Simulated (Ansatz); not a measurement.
# GeN+ (triplet): the correlation ladder at distance Ge1–N2 = 3.094 Å, cc-pVDZ

How much of the correlation energy of GeN+ (triplet) does each wave-function method recover here?

Computed with Ansatz 0.2.0, Gaussian basis. Level: cc-pVDZ, core rule «outside noble gas», up to 15 orbitals frozen.

The runs, in order: UHF; CCSD(T) on ROHF; CCSD(T) on UHF; BCCD(T) on ROHF; CISD as a restricted active space (open shells left free, so some higher excitations enter); CCSDT(Q) on ROHF; CCSDT(Q) on UHF; CCSDTQ on ROHF; CCSDTQ on UHF; CASSCF and MRCISD+Q, 4 electrons in 4 orbitals; CASSCF and NEVPT2, 4 electrons in 4 orbitals; CASSCF and MRCISD+Q, 8 electrons in 8 orbitals; CASSCF and NEVPT2, 8 electrons in 8 orbitals.

3 further runs of the same task are left out: 2 for a known fault of the program, 1 that didn't finish. Runs told in other sessions of the task aren't counted.

**1. What is computed**

The geometry derives from a PBE0/def2-TZVP stationary point (not a proven minimum). One bond is set to the value named and the two fragments are kept rigid. No spin-orbit coupling is included. The filled d shell of Ge may be among the frozen orbitals whatever the setting's name suggests.

2 atoms, charge 1, spin multiplicity 3.

Atoms are counted from 1 here; the program's logs count them from 0.

No contacts short enough for the rule that draws bonds.

**2. UHF**

Input file in.yaml:

```yaml
crystal:
  periodic: [false, false, false]
  atoms:
    - {symbol: Ge, position_ang: [0.000000, 0.000000, 0.000000]}
    - {symbol: N, position_ang: [0.000000, 0.000000, 3.094000]}
basis:
  gaussian: {orbitals: cc-pVDZ}
total_charge: 1
magnetization: {spin_polarized: true, initial_magnetization: 2}
hamiltonian: {xc: hf}
output: {orbitals: {seedname: orbitals}}
```

Command:

```sh
ansatz run in.yaml --threads 1 --pin off --events-out ev --progress --plain --max-ram 4096MiB --backend cpu
```

The runs that follow: CCSD(T) on ROHF; CCSD(T) on UHF; BCCD(T) on ROHF; CISD as a restricted active space (open shells left free, so some higher excitations enter); CCSDT(Q) on ROHF; CCSDT(Q) on UHF; CCSDTQ on ROHF; CCSDTQ on UHF; CASSCF and MRCISD+Q, 4 electrons in 4 orbitals; CASSCF and NEVPT2, 4 electrons in 4 orbitals; CASSCF and MRCISD+Q, 8 electrons in 8 orbitals; CASSCF and NEVPT2, 8 electrons in 8 orbitals.

Before running them: what should the planned runs give, taken together? Wanted: UCCSDTQ from the RHF energy; RMP2 from UCCSDTQ; UMP2 from UCCSDTQ; RCCSD from UCCSDTQ; RCCSD(T) from UCCSDTQ; UCCSD(T) from UCCSDTQ; RCCSDT(Q) from UCCSDTQ; UCCSDT(Q) from UCCSDTQ; NEVPT2 valence from UCCSDTQ.

As calculated:

| quantity | value |
| --- | --- |
| UCCSDTQ from the ROHF energy | -7.0901 eV |
| RMP2 from UCCSDTQ | +230.6 kJ/mol |
| UMP2 from UCCSDTQ | +87.8 kJ/mol |
| RCCSD from UCCSDTQ | +23.0 kJ/mol |
| RCCSD(T) from UCCSDTQ | +4.5 kJ/mol |
| UCCSD(T) from UCCSDTQ | +1.2 kJ/mol |
| RCCSDT(Q) from UCCSDTQ | -2.1 kJ/mol |
| UCCSDT(Q) from UCCSDTQ | 0.0 kJ/mol |
| NEVPT2 valence from UCCSDTQ | +69.6 kJ/mol |
| MRCISD+Q valence from UCCSDTQ | -1.6 kJ/mol |
| levels within 1 kcal/mol (43 meV) | UCCSD(T), RCCSDT, UCCSDT, RCCSDT(Q), UCCSDT(Q), RCCSDTQ, MRCISD+Q valence |
| T1 diagnostic | 0.207 |
| effectively unpaired electrons | 3.99 |

In words: RCCSD(T) lands +4.5 kJ/mol from the yardstick (0.7 % of the correlation energy). CCSD(T) misses by +4.5 kJ/mol on the restricted determinant and by +1.2 kJ/mol on the unrestricted one; the two need not hold the same state or core. With 4.0 effectively unpaired electrons against 2 the state is strongly multireference. Of the multireference levels listed MRCISD+Q valence comes nearest in total energy (-1.6 kJ/mol), which doesn't show that its space is the better one. These misses are within one basis, not against nature; the frozen cores of restricted and unrestricted runs differ, which can shift their rows.

With open shells the CI space here admits some higher excitations, so it is larger than plain CISD.
